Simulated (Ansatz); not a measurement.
# SnF₂: ionisation energy by level of theory

The task here is to estimate one member of a computed series from the others.

Computed with Ansatz 0.2.0, Gaussian basis. Level: unrestricted cation, the program's frozen cores in correlated methods.

Plan: UKS PBE-D4/def2-TZVPP; UKS r2SCAN-D4/def2-TZVPP; UKS PBE0-D4/def2-TZVPP; UKS B3LYP-D4/def2-TZVPP; UKS wB97X-V/def2-TZVPP; UKS wB97M-V/def2-TZVPP; UKS B2PLYP/def2-TZVPP; UHF-CCSD(T)/def2-TZVPP; UHF-CCSD(T)/def2-QZVPP; extrapolation to the limit; then −ε(HOMO) from the neutral's earlier runs with LDA (SPW92), PBE-D4, revPBE-D4, BLYP-D4, r2SCAN-D4, B97M-V, PBE0-D4, B3LYP-D4, r2SCANh-D4, r2SCAN0-D4, HSE06-D4, BHLYP-D4, CAM-B3LYP-D4, LC-ωPBE, ωB97X-V, ωB97M-V.

### Structure used throughout

The geometry comes from an earlier relaxation with PBE0-D4 in a triple-zeta def2 set; it is a stationary point. Sn takes the def2 core potential; no spin-orbit term is included.

SMILES `[F][Sn][F]`, 3 atoms, charge 0, spin multiplicity 1.

Atoms are counted from 1 here; the program's logs count them from 0.

Bond lengths: F1–Sn2 1.932 Å, Sn2–F3 1.932 Å. Angles: F1–Sn2–F3 95.7°.

Geometry (Å):

```
F    -1.2974    0.2934   -0.6863
Sn    0.3278    0.7309    0.2621
F     0.9586   -1.0891    0.4110
```

Set-up of the first run:

in.yaml reads:

```yaml
crystal:
  periodic: [false, false, false]
  atoms:
    - {symbol: F, position_ang: [-1.297404, 0.293424, -0.686320]}
    - {symbol: Sn, position_ang: [0.327844, 0.730874, 0.262122]}
    - {symbol: F, position_ang: [0.958560, -1.089099, 0.410998]}
basis:
  gaussian: {orbitals: def2-TZVPP}
total_charge: 1
magnetization: {spin_polarized: true, initial_magnetization: 1}
hamiltonian: {xc: pbe, dispersion: d4}
```

Command:

```sh
> ansatz run in.yaml --threads 2 --pin off --events-out ev --progress --plain --max-ram 22528MiB --backend cpu
```

Steps of the session up to this table: Cation, UKS PBE-D4/def2-TZVPP; Cation, UKS r2SCAN-D4/def2-TZVPP; Cation, UKS PBE0-D4/def2-TZVPP; Cation, UKS B3LYP-D4/def2-TZVPP; Cation, UKS wB97X-V/def2-TZVPP; Cation, UKS wB97M-V/def2-TZVPP; Cation, UKS B2PLYP (frozen core)/def2-TZVPP; Cation, UHF-CCSD(T)/def2-TZVPP; Cation, UHF-CCSD(T)/def2-QZVPP.

One of the session's tables, all rows but one given; the rest of the session is left out.

Orbital estimates, from the neutral's runs:

```
  functional  −ε(HOMO) (eV)
 LDA (SPW92)           7.76
      PBE-D4           7.46
   revPBE-D4              ?
     BLYP-D4           7.40
   r2SCAN-D4           7.80
      B97M-V           7.62
     PBE0-D4           8.72
    B3LYP-D4           8.58
  r2SCANh-D4           8.28
  r2SCAN0-D4           8.97
    HSE06-D4           8.32
    BHLYP-D4           9.88
CAM-B3LYP-D4          10.10
     LC-ωPBE          11.23
     ωB97X-V          10.94
     ωB97M-V          10.91
```

Estimate the missing values for revPBE-D4.

The run gave: −ε(HOMO) (eV): 7.37. In the column «−ε(HOMO) (eV)» it is the lowest.
